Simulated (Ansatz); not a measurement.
# C4H8AlN: up Jacob's ladder to CCSD(T)

Aim: compute C4H8AlN with functionals from several rungs and with coupled cluster, and see how far each lands from CCSD(T) at the basis-set limit for the atomisation energy.

Computed with Ansatz 0.2.0, Gaussian basis. Level: functionals in def2-TZVPP, the program's frozen cores in correlated methods.

Plan: PBE-D4, r2SCAN-D4, PBE0-D4, B3LYP-D4, ωB97X-V, ωB97M-V, B2PLYP; CCSD(T)/def2-TZVPP; MP2/def2-QZVPP; extrapolation to the limit.

## Step 1: Structure used throughout

All runs share one geometry, relaxed beforehand with PBE0-D4 in a triple-zeta def2 set.

SMILES `C=[C]([AlH2])C(C)=N`, 14 atoms, charge 0, spin multiplicity 1.

Atoms are counted from 1 here; the program's logs count them from 0.

Bond lengths: C1–C2 1.340 Å, C1–H7 1.087 Å, C1–H8 1.089 Å, C2–Al3 1.946 Å, C2–C4 1.485 Å, Al3–H9 1.586 Å, Al3–H10 1.588 Å, C4–C5 1.502 Å, C4–N6 1.271 Å, C5–H11 1.091 Å, C5–H12 1.094 Å, C5–H13 1.094 Å, N6–H14 1.020 Å. Angles: C2–C1–H7 121.9°, C2–C1–H8 121.3°, H7–C1–H8 116.8°, C1–C2–Al3 115.4°, C1–C2–C4 118.6°, Al3–C2–C4 126.1°, C2–Al3–H9 116.3°, C2–Al3–H10 122.2°, H9–Al3–H10 121.5°, C2–C4–C5 115.8°, C2–C4–N6 119.1°, C5–C4–N6 125.0°, C4–C5–H11 111.6°, C4–C5–H12 110.3°, C4–C5–H13 110.5°, H11–C5–H12 108.8°, H11–C5–H13 108.8°, H12–C5–H13 106.7° and more.

## Step 2: PBE-D4 (GGA)

The input, in.yaml:

```yaml
crystal:
  periodic: [false, false, false]
  atoms:
    - {symbol: C, position_ang: [-0.332421, -1.643096, 1.073075]}
    - {symbol: C, position_ang: [0.178752, -0.597908, 0.408736]}
    - {symbol: Al, position_ang: [1.919405, 0.012980, 1.027956]}
    - {symbol: C, position_ang: [-0.596222, -0.027318, -0.721639]}
    - {symbol: C, position_ang: [-0.616671, 1.472292, -0.810749]}
    - {symbol: N, position_ang: [-1.176881, -0.814268, -1.533631]}
    - {symbol: H, position_ang: [0.194212, -2.110769, 1.901039]}
    - {symbol: H, position_ang: [-1.298150, -2.067041, 0.802759]}
    - {symbol: H, position_ang: [2.562184, -0.799107, 2.228614]}
    - {symbol: H, position_ang: [2.667158, 1.248811, 0.367311]}
    - {symbol: H, position_ang: [-1.212731, 1.815844, -1.657266]}
    - {symbol: H, position_ang: [-1.027988, 1.902214, 0.107521]}
    - {symbol: H, position_ang: [0.400121, 1.863606, -0.914288]}
    - {symbol: H, position_ang: [-1.673870, -0.285442, -2.250840]}
basis:
  gaussian: {orbitals: def2-TZVPP}
hamiltonian: {xc: pbe, dispersion: d4}
output: {forces: true, orbitals: {seedname: orbitals}}
```

On the command line:

```console
$ ansatz run in.yaml --threads 4 --pin off --events-out ev --progress --plain --max-ram 10444MiB
```

After this run come: r2SCAN-D4 (meta-GGA); PBE0-D4 (hybrid); B3LYP-D4 (hybrid); ωB97X-V (range-separated); ωB97M-V (range-separated); B2PLYP (double hybrid); CCSD(T) in def2-TZVPP; MP2 in def2-QZVPP.

Q: Predict the results of all the runs planned. Wanted: atomisation energy, CCSD(T)/CBS; farthest; mean size of error, hybrid; mean size of error, range-separated; gap, smallest and largest; T1 diagnostic; triples share of the correlation energy.

The runs gave:

| quantity | value |
| --- | --- |
| atomisation energy, CCSD(T)/CBS | 5385.5 kJ/mol |
| functionals within 26.9 kJ/mol (0.5 %) | r2SCAN-D4, B3LYP-D4, ωB97X-V, ωB97M-V |
| farthest | PBE-D4 (+139.7 kJ/mol) |
| mean size of error, hybrid | 30.6 kJ/mol |
| mean size of error, range-separated | 22.0 kJ/mol |
| gap, smallest and largest | 3.29 eV (PBE-D4), 10.03 eV (ωB97X-V) |
| T1 diagnostic | 0.0122 |
| triples share of the correlation energy | 4.4 % |

What this shows: PBE-D4 is off by +139.7 kJ/mol. Double hybrids carry the basis error of their MP2 part in triple zeta, and no dispersion term here, so their miss is partly the set-up's. The reference freezes the cores and leaves out relativity and excitations past (T), so misses under about 26.9 kJ/mol can't be ranked. Hartree-Fock recovers 73 % of the binding; the rest is correlation. The gap grows from 3.3 to 10.0 eV across the functionals, mostly with the share of exact exchange. The restricted reference is unstable towards a spin-broken one.
